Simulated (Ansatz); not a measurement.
# CdS (zincblende type): the cost of one run

Computed with Ansatz 0.2.0 (DFT LDA, with the methods named in each step, unless a step's input says otherwise).

## Step 1: The structure to begin with

It takes space group F-43m (No. 216, cubic). Conventional cell: a = 5.757 Å, b = 5.757 Å, c = 5.757 Å, α = 90.00°, β = 90.00°, γ = 90.00°. Cd (site symmetry -43m) is surrounded by 4 S at 2.49 Å. Around S (site symmetry -43m) lie 4 Cd at 2.49 Å.

Structure file:

```
CELL_PARAMETERS angstrom
0.00000 2.87842 2.87842
2.87842 0.00000 2.87842
2.87842 2.87842 0.00000
ATOMIC_POSITIONS crystal
Cd 0.00000 0.00000 0.00000
S 0.25000 0.25000 0.25000
```

Whether this phase is the stable one at these pressures isn't tested.

Atoms are numbered in the order of the input: Cd1, S2.

## Step 2: The reference volume, LAPW

File input.yaml:

```yaml
crystal:
  lattice:
    - [0.0, 2.878417228, 2.878417228]
    - [2.878417228, 0.0, 2.878417228]
    - [2.878417228, 2.878417228, 0.0]
  atoms:
    - { symbol: Cd, position: [0.0, 0.0, 0.0] }
    - { symbol: S, position: [0.25, 0.25, 0.25] }
kpoints:
  mp_grid: { grid: [11, 11, 11] }
  band_path:
    path:
      - [0.0, 0.0, 0.0]
      - [-0.5, -0.5, 0.0]
      - [-0.375, -0.375, 0.25]
      - [-0.375, 0.0, 0.375]
      - [0.0, 0.0, 0.0]
      - [0.0, 0.0, 0.5]
      - [-0.5, -0.25, 0.25]
      - [-0.5, -0.5, 0.0]
    npoints: 14
scf:
  occupations: { method: fermi_dirac, width: 0.08 }
hamiltonian:
  xc: lda
  pseudopotentials: { kind: all_electron, lapw: { basis_error: 0.001 } }
output:
  forces: true
  stress: true
  eigenvalues: true
  populations: true
  dos: { projected: true, de: 0.2, e_range: [-14, 8] }
```

On the command line:

```console
ansatz run input.yaml --threads 1 --pin off --max-ram 2048MiB --backend cpu --events-out ev --progress --plain --runs-dir out
```

Q: Estimate wall time and peak memory on 1 thread of Arm Neoverse V2, shared host.

About 27 s, with a peak of 0.32 GiB.
